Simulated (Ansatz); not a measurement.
# FHfI3: the cost of one run

Method: the settings change from run to run; program: Ansatz 0.2.0, Gaussian basis.

### Step 1. The relaxed structure

An earlier PBE0-D4 in a triple-zeta def2 set relaxation fixed the geometry. Hf, I take a core potential in def2 sets; no spin-orbit term is included.

SMILES `[F][Hf]([I])([I])[I]`, 5 atoms, charge 0, spin multiplicity 1.

Atoms are counted from 1 here; the program's logs count them from 0.

Bond lengths: F1–Hf2 1.875 Å, Hf2–I3 2.687 Å, Hf2–I4 2.687 Å, Hf2–I5 2.687 Å. Angles: F1–Hf2–I3 108.7°, F1–Hf2–I4 108.7°, F1–Hf2–I5 108.7°, I3–Hf2–I4 110.2°, I3–Hf2–I5 110.2°, I4–Hf2–I5 110.2°.

### Step 2. r2SCAN0/def2-SVP

Options: multiplicity 3, relativity set to scalar, the search for lower states set to off.

The input, in.yaml:

```yaml
crystal:
  periodic: [false, false, false]
  atoms:
    - {symbol: F, position_ang: [-0.602756, -0.036014, 1.913365]}
    - {symbol: Hf, position_ang: [-0.033176, -0.016233, 0.127072]}
    - {symbol: I, position_ang: [2.131890, -1.590091, -0.104489]}
    - {symbol: I, position_ang: [-2.023554, -0.941049, -1.422528]}
    - {symbol: I, position_ang: [0.577596, 2.509686, -0.554720]}
basis:
  gaussian: {orbitals: def2-SVP}
magnetization: {spin_polarized: true, initial_magnetization: 2}
hamiltonian: {xc: {name: r2SCAN0}, pseudopotentials: {relativity: scalar}}
scf: {lower_state_search: off}
```

Command:

```bash
$ ansatz run in.yaml --threads 4 --pin off --events-out ev --progress --plain --max-ram 11315MiB
```

What time and memory should one allow on 4 threads of Arm Neoverse V1, shared host?

About 20 s, with a peak of 0.59 GiB.
